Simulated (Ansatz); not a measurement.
Crystal: GaB.

```
CELL_PARAMETERS angstrom
2.71824 0.00000 0.00000
0.00000 2.71824 0.00000
0.00000 0.00000 3.23621
ATOMIC_POSITIONS crystal
Ga 0.50000 0.50000 0.50000
B 0.00000 0.00000 0.00000
```

The cell was built by a generator and needn't be a form met in nature.

```yaml
Program: Ansatz 0.2.0
Task: relaxation of cell and atoms
Functional: HSEsol
Potentials_or_basis: Ansatz PAW
Cutoff: "420 eV (not typed: the program's choice for these potentials)"
k_mesh: 5 × 5 × 4
Occupations: fermi-dirac, width 0.05 eV
Spin: no spin polarisation
```

At the start: volume 11.96 Å³/atom.

Question: How do energy, volume and symmetry change on relaxing?

Answer: It ends after 6 steps and the volume is 11.25 Å³/atom (-5.9 %); space group P4/mmm (No. 123, to 0.05 Å).

Step by step:
| step | energy change (eV) | largest force (eV/Å) | volume (Å³) |
| --- | --- | --- | --- |
| 1 | 0.0000 | 0.0000 | 23.91 |
| 2 | -0.0293 | 0.0000 | 22.54 |
| 3 | -0.0343 | 0.0000 | 22.51 |
| 4 | -0.0344 | 0.0000 | 22.51 |
| 5 | -0.0344 | 0.0000 | 22.51 |
| 6 | -0.0331 | 0.0000 | 22.51 |

Final structure:
```yaml
crystal:
  lattice:
    - [2.67149, 0.00000, 0.00000]
    - [0.00000, 2.67149, 0.00000]
    - [0.00000, 0.00000, 3.15389]
  atoms:
    - { symbol: Ga, position: [0.50000, 0.50000, 0.50000] }
    - { symbol: B, position: [0.00000, 0.00000, 0.00000] }
```

Caveat: the k mesh is coarse (spacing up to 0.49 Å⁻¹), so the values aren't converged, least of all with exact exchange; the plane-wave basis is chosen anew once the cell has moved, so the energies of steps on either side of that aren't comparable; the PAW data sets come from PBE, with cores solved anew for the run's functional, which leaves a small shift of forces and pressure.
